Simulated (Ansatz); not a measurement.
**BNH2Cl (SMILES N[B]Cl): FCI/STO-3G**

What is the electronic atomisation energy of BNH2Cl at FCI/STO-3G? 

The results are computed with Ansatz 0.2.0.

76 further runs of the same task are left out: 76 set aside as unsound or not needed.

## 1. The system as given

BNH2Cl has 5 atoms, charge 0, and is taken as a doublet. SMILES: `N[B]Cl`. The coordinates come from a PBE0-D4/def2-TZVP relaxation. This is one conformer, not always the lowest.

Bond lengths: N1–B2 1.376 Å, B2–Cl3 1.746 Å, N1–H4 1.005 Å, N1–H5 1.010 Å. Angles: N1–B2–Cl3 124.3°, B2–N1–H4 122.3°, B2–N1–H5 123.4°, H4–N1–H5 114.3°.

## 2. A single-point energy at FCI/STO-3G

run.yaml reads:

```yaml
basis:
  gaussian:
    orbitals: STO-3G
crystal:
  periodic: [false, false, false]
  atoms:
    - {symbol: N, position_ang: [-0.334000, 0.412100, -0.256700]}
    - {symbol: B, position_ang: [-0.098400, -0.544600, 0.704400]}
    - {symbol: Cl, position_ang: [1.343200, -1.526200, 0.784600]}
    - {symbol: H, position_ang: [-1.176700, 0.959900, -0.273100]}
    - {symbol: H, position_ang: [0.315800, 0.625100, -1.000600]}
magnetization:
  spin_polarized: true
  initial_magnetization: 1
correlation:
  method: fci
  frozen_orbitals: {B: 1, Cl: 5, H: 0, "N": 1}
accuracy: high
```

On the command line:

```bash
$ ansatz run run.yaml --threads 1 --pin off --max-ram 2610MiB --events-out events.jsonl --progress --plain --runs-dir runs
```

What it wrote:

```text
Warning: RAYON_NUM_THREADS=1 ignored (pool sized by the plan → 1); use --threads N
Functional definition: HF
  name "HF"
  exchange = exact_x
  correlation = 0
372 factors; integrals over basis functions are off by at most 2.5e-8 eV
mean field evaluation 1: about -14525.6481 eV, gradient 1.1e1 eV
mean field evaluation 2: about -14525.7212 eV, gradient 1.1e1 eV
mean field evaluation 4: about -14527.1915 eV, gradient 1.7e0 eV
mean field evaluation 8: about -14527.2491 eV, gradient 1.4e-3 eV
mean field -14527.24811704 eV, -533.8665213786 hartree, gradient 9.1e-8 eV, S^2 0.758715; 0 other end points of the search recorded, 0 dependent functions left out
mean field evaluation 16: about -14527.2163 eV, gradient 2.2e-1 eV
7 core orbitals not correlated: weight in the atoms' cores, before any rotation towards them, 1.000 or more for the frozen orbitals, at most 0.000 for the correlated occupied ones
reference -14527.21629963 eV, -533.8653521106 hartree; 9, 8 occupied and 5, 6 virtual orbitals, 372 factors
state -14530.16209485 eV, -533.9736080882 hartree
Total energy: -14530.16209485 eV, -533.9736080882 hartree
```

Run time: 62 s. Hardware: 1 thread of Arm Neoverse V1, shared host; peak memory 0.72 GiB.

## 3. The B atom, same level

job.yaml reads:

```yaml
crystal:
  periodic: [false, false, false]
  atoms:
    - {symbol: B, position_ang: [0.000000, 0.000000, 0.000000]}
basis:
  gaussian:
    orbitals: STO-3G
magnetization:
  spin_polarized: true
  initial_magnetization: 1
correlation:
  method: fci
  frozen_orbitals: {B: 1}
accuracy: high
```

On the command line:

```bash
$ ansatz run job.yaml --threads 1 --pin off --max-ram 2610MiB --events-out events.jsonl --progress --plain --runs-dir runs
```

What it wrote:

```text
Warning: RAYON_NUM_THREADS=1 ignored (pool sized by the plan → 1); use --threads N
[... 4 set-up lines as earlier in the session ...]
15 factors; integrals over basis functions are off by at most 8.9e-10 eV
mean field evaluation 1: about -657.1275 eV, gradient 2.3e-14 eV
mean field evaluation 2: about -657.1275 eV, gradient 0.0e0 eV
mean field evaluation 4: about -656.8531 eV, gradient 1.9e0 eV
mean field evaluation 8: about -656.8531 eV, gradient 1.9e0 eV
mean field -657.12745801 eV, -24.1489886649 hartree, gradient 0.0e0 eV, S^2 0.750000; 4 other end points of the search recorded, 0 dependent functions left out
1 core orbitals not correlated: weight in the atoms' cores, before any rotation towards them, 1.000 or more for the frozen orbitals, at most 0.000 for the correlated occupied ones
reference -657.12745801 eV, -24.1489886649 hartree; 2, 1 occupied and 2, 3 virtual orbitals, 15 factors
state -658.21578350 eV, -24.1889838888 hartree
Total energy: -658.21578350 eV, -24.1889838888 hartree
```

Run time: 0.04 s. Hardware: 1 thread of Arm Neoverse V1, shared host.

## 4. The Cl atom

run.yaml reads:

```yaml
crystal:
  periodic: [false, false, false]
  atoms:
    - {symbol: Cl, position_ang: [0.000000, 0.000000, 0.000000]}
basis:
  gaussian:
    orbitals: STO-3G
magnetization:
  spin_polarized: true
  initial_magnetization: 1
correlation:
  method: fci
  frozen_orbitals: {Cl: 5}
accuracy: high
```

Run the same way, it converges to -454.54219 Eh (log not shown).

## 5. The H atom: a single-point energy at UHF/STO-3G

job.yaml reads:

```yaml
crystal:
  periodic: [false, false, false]
  atoms:
    - {symbol: H, position_ang: [0.000000, 0.000000, 0.000000]}
basis:
  gaussian:
    orbitals: STO-3G
magnetization:
  spin_polarized: true
  initial_magnetization: 1
hamiltonian:
  xc: hf
accuracy: high
```

Run the same way, it converges to -0.46658 Eh (log not shown).

## 6. The N atom

molecule.yaml reads:

```yaml
crystal:
  periodic: [false, false, false]
  atoms:
    - {symbol: "N", position_ang: [0.000000, 0.000000, 0.000000]}
basis:
  gaussian: {orbitals: STO-3G}
magnetization: {spin_polarized: true, initial_magnetization: 3}
correlation: {method: fci, frozen_orbitals: {"N": 1}}
accuracy: high
```

Run the same way, it converges to -53.71901 Eh (log not shown).

## 7. What came out

Level: FCI/STO-3G, 7 core orbitals frozen.

| quantity | value |
| --- | --- |
| molecule: total energy | -533.97361 Eh |
| molecule: correlation energy (7 core orbitals frozen) | -108.3 mEh |
| B atom: total energy | -24.18898 Eh |
| B atom: correlation energy (1 core orbital frozen) | -40.0 mEh |
| Cl atom: total energy | -454.54219 Eh |
| Cl atom: correlation energy (5 core orbitals frozen) | 0.0 mEh |
| H atom: total energy | -0.46658 Eh |
| H atom: ⟨S²⟩ | 0.750 |
| N atom: total energy | -53.71901 Eh |
| N atom: correlation energy (1 core orbital frozen) | 0.0 mEh |
| electronic atomisation energy | 16.062 eV |

Taking the molecule apart into free atoms costs 16.06 eV (370 kcal/mol), before zero-point energy and without spin-orbit coupling. In a minimal basis such a difference can be off by several eV, whatever the method.
